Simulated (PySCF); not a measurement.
# CH3BFN: the cost of one run

Computed with PySCF 2.14.0, with density-fitted response routines of our own, on a single molecule in the gas phase. Atoms count from 0, in the outputs and in this text.

**1. Starting geometry**

7 atoms, charge 0, multiplicity 1; geometry from: GFN2-xTB. The atoms were then displaced at random by about 0.01 Å, so the start is not that level's minimum.

Bonds of the start (Å): C0–N1 1.16, N1–B2 1.51, B2–F3 1.35, C0–H4 1.05, B2–H5 1.21, B2–H6 1.19.

**2. Geometry optimisation at PBE0-D3(BJ)/def2-SVP**

The job: settings as JSON, then the geometry in Å.

```
{"job": {"xc": "PBE0", "basis": "def2-SVP", "d3": "d3bj", "grid": 1, "shake": 0.01, "kind": "geom"}, "charge": 0, "multiplicity": 1}
C      1.291160     0.164630    -0.927540
N      0.441120     0.009020    -0.160530
B     -0.736380    -0.144890     0.772290
F     -1.721410     0.577180     0.194220
H      2.038600     0.336560    -1.646570
H     -0.354540     0.344550     1.805650
H     -0.924590    -1.316160     0.812150
```

Command:

```bash
$ OMP_NUM_THREADS=1 python probes_run.py task.json out
```

One launch serves the whole session: the jobs run in the order shown.

**Question.** How long does this first job take on 1 thread of Arm Neoverse V1, shared host, and how much memory does it need?

About 16 s, with a peak of 0.31 GiB.
